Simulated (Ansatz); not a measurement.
# C2H9AlFNSi: molecular dynamics

Aim: follow the molecule's vibrations and see whether its bonds hold. The start is relaxed first. Runs: 233 steps of 0.5 fs under a Nosé-Hoover thermostat at 500 K. SMILES of the start: [CH3][AlH][Si](C)(N)F.

All numbers below are computed with Ansatz 0.2.0 (RKS BLYP/STO-3G).

### Step 1. The starting structure

Bond lengths: C1–Al2 2.016 Å, Al2–Si3 2.383 Å, Si3–C4 1.815 Å, Si3–N5 1.763 Å, Si3–F6 1.714 Å, C1–H7 1.117 Å, C1–H8 1.064 Å, C1–H9 1.151 Å, Al2–H10 1.608 Å, C4–H11 1.155 Å, C4–H12 1.056 Å, C4–H13 1.210 Å, N5–H14 1.035 Å, N5–H15 1.062 Å. Angles (14 of 24 angles, heavy atoms first): C1–Al2–Si3 120.7°, Al2–Si3–C4 107.7°, Al2–Si3–N5 109.0°, Al2–Si3–F6 108.3°, C4–Si3–N5 113.0°, C4–Si3–F6 108.9°, N5–Si3–F6 109.8°, C1–Al2–H10 118.6°, Si3–Al2–H10 120.7°, Al2–C1–H7 106.1°, Al2–C1–H8 109.0°, Al2–C1–H9 105.2°, Si3–C4–H11 107.9°, Si3–C4–H12 113.6°.

Structure file:

```xyz
15

C     0.9807   -2.3648    0.2966
Al    1.4612   -0.4092    0.3969
Si   -0.2008    1.2700    0.0835
C    -0.8492    1.0980   -1.6034
N    -1.4416    1.0856    1.3220
F     0.5487    2.8040    0.2350
H     0.5329   -2.5215   -0.7150
H     1.8598   -2.9455    0.4422
H     0.1735   -2.5182    1.1032
H     2.9863   -0.0075    0.7100
H    -1.3992    0.0849   -1.6702
H    -0.1136    1.2074   -2.3532
H    -1.7452    1.8960   -1.7616
H    -1.8437    0.1332    1.2707
H    -0.9717    1.1367    2.2728
```

### Step 2. Relaxing the start

input.yaml

```yaml
crystal:
  periodic: [false, false, false]
  atoms:
    - { symbol: C, position_ang: [0.9807, -2.3648, 0.2966] }
    - { symbol: Al, position_ang: [1.4612, -0.4092, 0.3969] }
    - { symbol: Si, position_ang: [-0.2008, 1.27, 0.0835] }
    - { symbol: C, position_ang: [-0.8492, 1.098, -1.6034] }
    - { symbol: "N", position_ang: [-1.4416, 1.0856, 1.322] }
    - { symbol: F, position_ang: [0.5487, 2.804, 0.235] }
    - { symbol: H, position_ang: [0.5329, -2.5215, -0.715] }
    - { symbol: H, position_ang: [1.8598, -2.9455, 0.4422] }
    - { symbol: H, position_ang: [0.1735, -2.5182, 1.1032] }
    - { symbol: H, position_ang: [2.9863, -0.0075, 0.71] }
    - { symbol: H, position_ang: [-1.3992, 0.0849, -1.6702] }
    - { symbol: H, position_ang: [-0.1136, 1.2074, -2.3532] }
    - { symbol: H, position_ang: [-1.7452, 1.896, -1.7616] }
    - { symbol: H, position_ang: [-1.8437, 0.1332, 1.2707] }
    - { symbol: H, position_ang: [-0.9717, 1.1367, 2.2728] }
basis:
  gaussian: { orbitals: STO-3G }
hamiltonian:
  xc: blyp
relax:
  f_tol: 0.02
  max_steps: 40
```

Command:

```bash
> ansatz run input.yaml --threads 1 --pin off --max-ram 2048MiB --backend cpu --events-out ev --progress --plain --runs-dir out
```

Log, cut to the lines that bear on the results:

```text
Warning: RAYON_NUM_THREADS=1 ignored (pool sized by the plan → 1); use --threads N
[...]
Functional definition: BLYP
[...]
653 factors; integrals over basis functions are off by at most 1.3e-5 eV
[...]
mean field -20641.76024025 eV, -758.5706973416 hartree, gradient 2.2e-5 eV, S^2 0.000000; 0 other end points of the search recorded, 0 dependent functions left out
[...]
reference -20641.76055880 eV, -758.5707090481 hartree; 32, 32 occupied and 15, 15 virtual orbitals, 653 factors
relax step   1: F+E_penalty+E_count = -20641.76024025 eV  Δ(F+E_penalty+E_count) = +0.000e0 eV  max|allowed force component| = 6.160e0 eV/Å  Δτ_max = 0.0000 Å  (24 SCF iters, accepted)
[...]
relax step   6: F+E_penalty+E_count = -20642.76573291 eV  Δ(F+E_penalty+E_count) = -1.610e-3 eV  max|allowed force component| = 7.357e-2 eV/Å  Δτ_max = 0.0476 Å  (25 SCF iters, accepted)
[...]
relax step  11: F+E_penalty+E_count = -20642.76978502 eV  Δ(F+E_penalty+E_count) = -3.855e-4 eV  max|allowed force component| = 4.889e-2 eV/Å  Δτ_max = 0.0318 Å  (25 SCF iters, accepted)
[...]
relax step  16: F+E_penalty+E_count = -20642.77074565 eV  Δ(F+E_penalty+E_count) = -2.403e-4 eV  max|allowed force component| = 2.509e-2 eV/Å  Δτ_max = 0.0382 Å  (25 SCF iters, accepted)
[...]
relax step  20: F+E_penalty+E_count = -20642.77114769 eV  Δ(F+E_penalty+E_count) = -2.812e-4 eV  max|allowed force component| = 7.655e-3 eV/Å  Δτ_max = 0.0377 Å  (25 SCF iters, accepted)
relax step  21: F+E_penalty+E_count = -20642.76962030 eV  Δ(F+E_penalty+E_count) = +1.527e-3 eV  max|allowed force component| = 2.268e-1 eV/Å  Δτ_max = 0.1120 Å  (24 SCF iters, rejected (line search))
```

### Step 3. The output, continued: start relaxed

Output, continued, cut to the lines that bear on the results:

```text
relax step  22: F+E_penalty+E_count = -20642.77144156 eV  Δ(F+E_penalty+E_count) = -2.939e-4 eV  max|allowed force component| = 1.466e-2 eV/Å  Δτ_max = 0.0381 Å  (25 SCF iters, accepted)
[...]
relax step  24: F+E_penalty+E_count = -20642.77189415 eV  Δ(F+E_penalty+E_count) = -2.184e-4 eV  max|allowed force component| = 4.657e-2 eV/Å  Δτ_max = 0.0175 Å  (26 SCF iters, accepted)
[...]
relax step  26: F+E_penalty+E_count = -20642.77240728 eV  Δ(F+E_penalty+E_count) = -5.131e-4 eV  max|allowed force component| = 3.339e-2 eV/Å  Δτ_max = 0.0540 Å  (24 SCF iters, accepted)
[...]
relax step  28: F+E_penalty+E_count = -20642.77288992 eV  Δ(F+E_penalty+E_count) = -2.022e-4 eV  max|allowed force component| = 5.327e-2 eV/Å  Δτ_max = 0.0142 Å  (20 SCF iters, accepted)
[...]
Atom 5 at     0.624366     2.751036     0.151363 Å, force    -0.002804    -0.002219    -0.003175 eV/Å
Atom 6 at     0.174855    -2.496090    -0.292033 Å, force     0.005660     0.001625     0.003114 eV/Å
Atom 7 at     1.904803    -2.896238    -0.160913 Å, force    -0.001203     0.001994    -0.001050 eV/Å
Atom 8 at     0.908154    -2.788642     1.298082 Å, force     0.003935     0.004858    -0.004778 eV/Å
Atom 9 at     2.945167    -0.116186     0.999438 Å, force    -0.004137    -0.004628     0.000450 eV/Å
Atom 10 at    -1.409281     0.071465    -1.692468 Å, force     0.000382     0.000280     0.000087 eV/Å
Atom 11 at    -0.243584     1.203176    -2.422584 Å, force    -0.000394    -0.000370     0.000024 eV/Å
Atom 12 at    -1.737674     1.824969    -1.677786 Å, force    -0.000602    -0.000237    -0.001860 eV/Å
Atom 13 at    -2.255401     0.845502     0.932189 Å, force    -0.002564     0.003484    -0.002599 eV/Å
Atom 14 at    -1.177295     0.691865     2.176869 Å, force    -0.000596     0.001271    -0.001669 eV/Å
Dipole moment:     0.125618    -0.466334    -0.052937 e Å
```

Wall time 2.9 min (1 thread of Intel Xeon Platinum 8175M at 2.50GHz (Skylake/Cascade Lake), shared host); peak memory 0.2 GiB.

Relaxation path, one in 2:

```tsv
step	energy from step 1 (eV)	largest force component (eV/Å)
1	0.0000	6.1602
3	-0.9796	0.6374
5	-1.0039	0.1132
7	-1.0066	0.1309
9	-1.0086	0.1004
11	-1.0095	0.0489
13	-1.0100	0.0532
15	-1.0103	0.0268
17x	-1.0070	0.3055
19	-1.0106	0.0032
21x	-1.0094	0.2268
23	-1.0114	0.0672
25x	-1.0096	0.1595
27	-1.0124	0.0747
29	-1.0130	0.0243
31	-1.0134	0.0477
32	-1.0137	0.0057
```

Step 1 is the start. 5 steps were tried and not accepted (14, 17, 18, 21, 25; marked x where the table lists them).

After: Bond lengths: C1–Al2 1.934 Å, Al2–Si3 2.348 Å, Si3–C4 1.918 Å, Si3–N5 1.835 Å, Si3–F6 1.666 Å, C1–H7 1.106 Å, C1–H8 1.107 Å, C1–H9 1.109 Å, Al2–H10 1.518 Å, C4–H11 1.107 Å, C4–H12 1.106 Å, C4–H13 1.106 Å, N5–H14 1.070 Å, N5–H15 1.070 Å. Angles (14 of 24 angles, heavy atoms first): C1–Al2–Si3 120.7°, Al2–Si3–C4 113.9°, Al2–Si3–N5 115.4°, Al2–Si3–F6 112.1°, C4–Si3–N5 104.7°, C4–Si3–F6 106.4°, N5–Si3–F6 103.3°, C1–Al2–H10 117.8°, Si3–Al2–H10 121.5°, Al2–C1–H7 114.1°, Al2–C1–H8 111.9°, Al2–C1–H9 110.7°, Si3–C4–H11 111.6°, Si3–C4–H12 111.9°.

### Step 4. Dynamics

233 steps of 0.5 fs under a Nosé-Hoover thermostat at 500 K, from the relaxed start.

input.yaml

```yaml
crystal:
  periodic: [false, false, false]
  atoms:
    - { symbol: C, position_ang: [1.085928, -2.318492, 0.309469] }
    - { symbol: Al, position_ang: [1.545913, -0.450848, 0.514226] }
    - { symbol: Si, position_ang: [-0.047338, 1.227009, 0.116607] }
    - { symbol: C, position_ang: [-0.939585, 1.066254, -1.573401] }
    - { symbol: "N", position_ang: [-1.40093, 1.334319, 1.350441] }
    - { symbol: F, position_ang: [0.624366, 2.751036, 0.151363] }
    - { symbol: H, position_ang: [0.174855, -2.49609, -0.292033] }
    - { symbol: H, position_ang: [1.904803, -2.896238, -0.160913] }
    - { symbol: H, position_ang: [0.908154, -2.788642, 1.298082] }
    - { symbol: H, position_ang: [2.945167, -0.116186, 0.999438] }
    - { symbol: H, position_ang: [-1.409281, 0.071465, -1.692468] }
    - { symbol: H, position_ang: [-0.243584, 1.203176, -2.422584] }
    - { symbol: H, position_ang: [-1.737674, 1.824969, -1.677786] }
    - { symbol: H, position_ang: [-2.255401, 0.845502, 0.932189] }
    - { symbol: H, position_ang: [-1.177295, 0.691865, 2.176869] }
basis:
  gaussian: { orbitals: STO-3G }
hamiltonian:
  xc: blyp
md:
  timestep: 0.5
  n_steps: 233
  ensemble: nvt_nose_hoover
  temperature: 500.0
  initial_velocities: maxwell_boltzmann
  seed: 393283
```

Command:

```bash
> ansatz run input.yaml --threads 1 --pin off --max-ram 2048MiB --backend cpu --events-out ev --progress --plain --runs-dir out
```

Log, cut to the lines that bear on the results:

```text
Warning: RAYON_NUM_THREADS=1 ignored (pool sized by the plan → 1); use --threads N
[...]
[... 1 set-up line as earlier in the session ...]
[...]
651 factors; integrals over basis functions are off by at most 1.2e-5 eV
[...]
mean field -20642.77393674 eV, -758.6079500005 hartree, gradient 7.1e-5 eV, S^2 0.000000; 0 other end points of the search recorded, 0 dependent functions left out
[...]
reference -20642.77425524 eV, -758.6079617052 hartree; 32, 32 occupied and 15, 15 virtual orbitals, 651 factors
md step     0: t =     0.00 fs  T =   500.0 K  F+E_penalty+E_count = -20642.77393674 eV  E_kin = 0.840190 eV  conserved = -20641.93374675 eV  (24 SCF iters)
[...]
md step    17: t =     8.50 fs  T =   301.2 K  F+E_penalty+E_count = -20642.43489074 eV  E_kin = 0.506157 eV  conserved = -20641.92970012 eV  (26 SCF iters)
[...]
md step    34: t =    17.00 fs  T =   248.5 K  F+E_penalty+E_count = -20642.34187478 eV  E_kin = 0.417601 eV  conserved = -20641.92905188 eV  (26 SCF iters)
[...]
md step    51: t =    25.50 fs  T =   248.6 K  F+E_penalty+E_count = -20642.33703764 eV  E_kin = 0.417660 eV  conserved = -20641.93069792 eV  (26 SCF iters)
[...]
md step    67: t =    33.50 fs  T =   272.8 K  F+E_penalty+E_count = -20642.36868353 eV  E_kin = 0.458382 eV  conserved = -20641.93007310 eV  (26 SCF iters)
md step    68: t =    34.00 fs  T =   271.9 K  F+E_penalty+E_count = -20642.36684261 eV  E_kin = 0.456900 eV  conserved = -20641.93035134 eV  (26 SCF iters)
```

### Step 5. The log goes on: dynamics from the start

Output, continued, cut to the lines that bear on the results:

```text
md step    69: t =    34.50 fs  T =   271.6 K  F+E_penalty+E_count = -20642.36594742 eV  E_kin = 0.456449 eV  conserved = -20641.93055497 eV  (26 SCF iters)
[...]
md step    92: t =    46.00 fs  T =   290.2 K  F+E_penalty+E_count = -20642.37871025 eV  E_kin = 0.487716 eV  conserved = -20641.92989251 eV  (26 SCF iters)
[...]
md step   115: t =    57.50 fs  T =   373.1 K  F+E_penalty+E_count = -20642.49209399 eV  E_kin = 0.626991 eV  conserved = -20641.93099144 eV  (26 SCF iters)
[...]
md step   138: t =    69.00 fs  T =   438.8 K  F+E_penalty+E_count = -20642.56462448 eV  E_kin = 0.737354 eV  conserved = -20641.93077269 eV  (25 SCF iters)
[...]
md step   161: t =    80.50 fs  T =   489.9 K  F+E_penalty+E_count = -20642.60498523 eV  E_kin = 0.823197 eV  conserved = -20641.93166781 eV  (26 SCF iters)
md step   162: t =    81.00 fs  T =   454.1 K  F+E_penalty+E_count = -20642.54138796 eV  E_kin = 0.763113 eV  conserved = -20641.93055281 eV  (26 SCF iters)
```

### Step 6. The log goes on: dynamics from the start

Output, continued, cut to the lines that bear on the results:

```text
md step   163: t =    81.50 fs  T =   412.1 K  F+E_penalty+E_count = -20642.46725230 eV  E_kin = 0.692401 eV  conserved = -20641.92932838 eV  (26 SCF iters)
[...]
md step   180: t =    90.00 fs  T =   515.3 K  F+E_penalty+E_count = -20642.61281814 eV  E_kin = 0.865968 eV  conserved = -20641.93275213 eV  (25 SCF iters)
[...]
md step   197: t =    98.50 fs  T =   346.9 K  F+E_penalty+E_count = -20642.29084805 eV  E_kin = 0.582933 eV  conserved = -20641.92877800 eV  (26 SCF iters)
[...]
md step   214: t =   107.00 fs  T =   331.6 K  F+E_penalty+E_count = -20642.22856086 eV  E_kin = 0.557287 eV  conserved = -20641.92785452 eV  (26 SCF iters)
[...]
md step   231: t =   115.50 fs  T =   433.1 K  F+E_penalty+E_count = -20642.36819622 eV  E_kin = 0.727808 eV  conserved = -20641.93093345 eV  (26 SCF iters)
[...]
Atom 5 at     0.447261     2.884398     0.305299 Å, force     0.180028    -0.424218     0.103142 eV/Å
Atom 6 at     0.007364    -2.401514     1.489338 Å, force     0.504874    -0.022432    -1.247559 eV/Å
Atom 7 at     1.148338    -3.109348     0.205038 Å, force    -0.514922    -0.446708    -0.514020 eV/Å
Atom 8 at     1.663692    -2.650621     1.769327 Å, force     0.966479     0.106798     0.425154 eV/Å
Atom 9 at     2.864828    -0.391294    -0.281655 Å, force     0.491650    -0.145712    -0.065030 eV/Å
Atom 10 at    -0.490655     2.246039    -2.326383 Å, force    -0.503147    -0.746501     1.257859 eV/Å
Atom 11 at    -1.962250     1.361851    -1.732552 Å, force     0.856612    -0.072345     0.358565 eV/Å
Atom 12 at    -0.516399     0.530870    -2.392872 Å, force    -0.123326    -0.553703     0.387875 eV/Å
Atom 13 at    -1.716376     1.911086     1.253942 Å, force    -1.210365     0.978496     0.422920 eV/Å
Atom 14 at    -1.981999     0.306518     0.917974 Å, force     0.954816     0.811131     0.367366 eV/Å
Dipole moment:     0.060257    -0.164697    -0.182703 e Å
```

It took 20 min on 1 thread of Intel Xeon Platinum 8175M at 2.50GHz (Skylake/Cascade Lake), shared host; peak memory 0.12 GiB.

### Step 7. Frames and traces

One step in 17; energies are changes from step 0:

```tsv
time (fs)	T (K)	potential energy change (meV/atom)	conserved energy change (meV/atom)
0.0	500	0.0	0.00
8.5	301	22.6	0.27
17.0	249	28.8	0.31
25.5	249	29.1	0.20
34.0	272	27.1	0.23
42.5	277	27.3	0.22
51.0	297	26.4	0.23
59.5	385	17.9	0.23
68.0	401	18.0	0.25
76.5	366	24.0	0.28
85.0	341	29.2	0.19
93.5	402	24.8	0.30
102.0	395	27.8	0.36
110.5	473	21.2	0.14
116.5	386	32.7	0.29
```

time (fs), T (K) and a bar:
```
      0.0        500 ##############################
      5.0        332 ##########
     10.0        398 ##################
     15.0        309 #######
     20.5        364 ##############
     25.5        249 
     30.5        296 ######
     35.5        267 ##
     40.5        262 ##
     45.5        280 ####
     50.5        298 ######
     55.5        299 ######
     61.0        369 ##############
     66.0        334 ##########
     71.0        417 ####################
     76.0        360 #############
     81.0        454 #########################
     86.0        303 #######
     91.0        489 #############################
     96.0        357 #############
    101.5        423 #####################
    106.5        360 #############
    111.5        429 ######################
    116.5        386 ################
```

### Step 8. Positions and forces

Positions (Å) and forces (eV/Å):

```xyz
15
time_fs=16.5 T=264 dE=0.4047
C     1.029   -2.296    0.375   -1.355    1.799    0.043
Al    1.546   -0.391    0.453   -0.710   -0.983    0.114
Si   -0.087    1.225    0.135    0.437    0.382    0.031
C    -0.893    1.058   -1.611    0.717   -0.719    1.429
N    -1.429    1.248    1.383   -0.920    1.319   -1.982
F     0.717    2.712    0.157   -0.742   -0.354    0.122
H    -0.046   -2.407   -0.039    1.943   -0.311    0.063
H     1.833   -2.841   -0.143   -0.476   -0.634   -0.280
H     0.962   -2.638    1.420    0.225   -0.369    0.175
H     2.939   -0.027    0.850    0.556    0.060    0.069
H    -0.945   -0.035   -1.832    0.082    0.534   -0.481
H    -0.257    1.617   -2.311   -0.214   -0.160   -0.570
H    -1.903    1.446   -1.575   -0.753    0.446   -0.391
H    -2.351    0.895    0.929    0.765    0.336    0.273
H    -1.273    0.554    2.120    0.447   -1.346    1.385
15
time_fs=33.5 T=273 dE=0.4053
C     1.001   -2.205    0.460    1.276   -0.485    1.114
Al    1.542   -0.386    0.407    0.187    0.010    0.312
Si   -0.088    1.232    0.147    0.034   -0.921   -0.756
C    -0.861    1.065   -1.619   -1.317    0.242   -0.728
N    -1.438    1.227    1.387   -0.692   -0.794    0.184
F     0.730    2.655    0.180   -0.186    1.047    0.128
H    -0.028   -2.307    0.213   -1.576   -0.455   -1.265
H     1.668   -2.856   -0.138   -0.482   -0.056   -0.223
H     1.006   -2.648    1.474    0.524    0.225    0.265
H     3.009   -0.085    0.545    0.275    0.135   -0.021
H    -0.575    0.099   -2.123    0.090    0.684    0.242
H    -0.508    1.934   -2.261   -0.384   -0.895    0.360
H    -2.020    1.059   -1.647    1.653    0.264    0.219
H    -2.356    0.920    0.863    0.924    0.333    0.395
H    -1.239    0.313    1.956   -0.327    0.666   -0.226
15
time_fs=50.0 T=300 dE=0.3870
C     0.952   -2.213    0.547    0.027   -2.066    0.535
Al    1.570   -0.392    0.380    0.197   -0.513   -0.273
Si   -0.074    1.193    0.119    0.366    0.970    0.653
C    -0.841    1.116   -1.626   -0.227   -0.240    0.100
N    -1.432    1.215    1.387    1.464   -0.446    0.828
F     0.696    2.697    0.220   -0.694   -0.435    0.033
H    -0.131   -2.460    0.354    0.557    0.704    0.067
H     1.499   -2.938   -0.117   -0.068    0.600    0.048
H     1.145   -2.678    1.565   -0.102    0.690   -0.526
H     3.057   -0.057    0.194   -0.325   -0.191    0.195
H    -0.354    0.421   -2.292    0.923   -0.840   -0.425
H    -0.874    2.031   -2.196    0.179    1.309   -0.139
H    -1.862    0.765   -1.628   -1.150   -0.304    0.399
H    -2.304    1.128    0.838   -1.527   -0.036   -0.753
H    -1.470    0.291    1.975    0.381    0.798   -0.743
15
time_fs=66.5 T=348 dE=0.3537
C     0.968   -2.273    0.661   -1.532    1.801   -1.615
Al    1.592   -0.458    0.341    0.477   -0.179   -0.083
Si   -0.041    1.214    0.115   -0.349   -0.343   -0.668
C    -0.865    1.149   -1.658    0.888    0.941   -0.352
N    -1.381    1.238    1.330    0.459   -0.109    0.454
F     0.587    2.725    0.266    0.309    0.718   -0.083
H    -0.148   -2.251    0.493    0.622   -0.229    1.057
H     1.276   -2.970   -0.104    0.942   -0.730   -0.488
H     1.273   -2.610    1.633   -0.129   -0.744    1.129
H     3.103   -0.194    0.129   -0.586   -0.038    0.116
H    -0.099    0.844   -2.471   -1.458    0.177    1.052
H    -1.185    2.218   -1.888    0.106   -1.124   -0.045
H    -1.777    0.497   -1.631    0.608    0.204   -0.449
H    -2.346    1.403    0.927   -0.076    0.076   -0.406
H    -1.455    0.254    1.702   -0.281   -0.421    0.383
15
time_fs=83.0 T=339 dE=0.4359
C     0.952   -2.303    0.768    2.152   -0.228   -0.777
Al    1.599   -0.539    0.301   -0.571    0.656   -0.012
Si   -0.010    1.219    0.073    0.515    0.392    0.128
C    -0.868    1.237   -1.663   -0.227   -0.706    2.117
N    -1.326    1.208    1.335   -1.599    1.478   -1.070
F     0.495    2.812    0.302    0.180   -0.560   -0.178
H    -0.125   -2.407    0.819   -0.761   -0.047    0.775
H     1.261   -3.027   -0.055    0.052    0.473    1.035
H     1.523   -2.549    1.729   -1.173   -0.348   -0.967
H     3.099   -0.306    0.164   -0.151   -0.061   -0.019
H    -0.087    1.366   -2.380    0.672   -0.133   -1.520
H    -1.595    2.044   -1.751   -0.345    0.381   -0.116
H    -1.390    0.262   -1.729    0.106    0.154   -0.715
H    -2.163    1.676    0.729    1.173   -0.927    1.527
H    -1.729    0.245    1.529   -0.025   -0.524   -0.208
15
time_fs=100.0 T=467 dE=0.2835
C     0.995   -2.343    0.872   -0.258   -0.767    0.280
Al    1.552   -0.574    0.273   -0.687   -0.102    0.490
Si    0.043    1.259    0.039   -1.126    0.096    0.735
C    -0.829    1.283   -1.674   -0.665    0.277   -0.971
N    -1.310    1.143    1.353    1.373   -0.640   -0.265
F     0.434    2.852    0.313    0.646    0.033   -0.188
H    -0.064   -2.449    1.167   -0.257    0.354   -0.078
H     1.137   -3.173    0.142    0.181    0.437   -0.230
H     1.536   -2.719    1.773    0.219    0.496   -0.183
H     3.016   -0.423    0.052    0.586    0.189   -0.212
H    -0.359    1.882   -2.493    0.226   -0.088    0.535
H    -1.837    1.731   -1.547    0.049    0.114    0.077
H    -1.044    0.302   -2.142    0.285   -0.259    0.308
H    -2.089    1.847    1.167   -0.011    0.146   -0.475
H    -1.772    0.221    1.093   -0.560   -0.286    0.176
15
time_fs=116.5 T=386 dE=0.4910
C     1.009   -2.332    0.958   -1.016    0.420    1.327
Al    1.488   -0.596    0.272   -0.347    0.847   -0.220
Si    0.025    1.283    0.045    0.438   -0.880   -0.817
C    -0.831    1.336   -1.700    0.075    1.353   -1.855
N    -1.216    0.995    1.322   -0.753   -1.225    0.068
F     0.447    2.884    0.305    0.180   -0.424    0.103
H     0.007   -2.401    1.489    0.505   -0.022   -1.248
H     1.148   -3.109    0.205   -0.515   -0.447   -0.514
H     1.664   -2.651    1.769    0.967    0.107    0.425
H     2.865   -0.391   -0.282    0.492   -0.146   -0.065
H    -0.491    2.246   -2.326   -0.503   -0.747    1.258
H    -1.962    1.362   -1.733    0.857   -0.072    0.359
H    -0.516    0.531   -2.393   -0.123   -0.554    0.388
H    -1.716    1.911    1.254   -1.210    0.979    0.423
H    -1.982    0.306    0.918    0.955    0.811    0.367
```

### Step 9. Outcome

```
                              quantity                          value
               relaxation of the start       26 moves, 1.014 eV lower
                                length            233 steps of 0.5 fs
      temperature, first and last step                  500 and 386 K
              temperature, second half  mean 390 K, from 278 to 515 K
         potential energy, second half    +24 meV/atom from the start
largest change of the conserved energy                  0.45 meV/atom
                bonds formed or broken                              0
```

In words: Against a set 500 K the second half averages 390 K with a spread of 55 K; 24 meV/atom has gone into potential energy, and a thermostat that acts over some 100 fs has not made it up in 116 fs. The conserved energy strays from its start by at most 0.45 meV/atom, 1.2 % of the mean kinetic energy, so a step of 0.5 fs is short enough over this time. The bonding pattern survives the run. 116 fs on 15 atoms is far too short and small for converged averages. The nuclei move classically, without zero-point motion, which matters most for hydrogen. In so small a basis the energies are only a sketch.
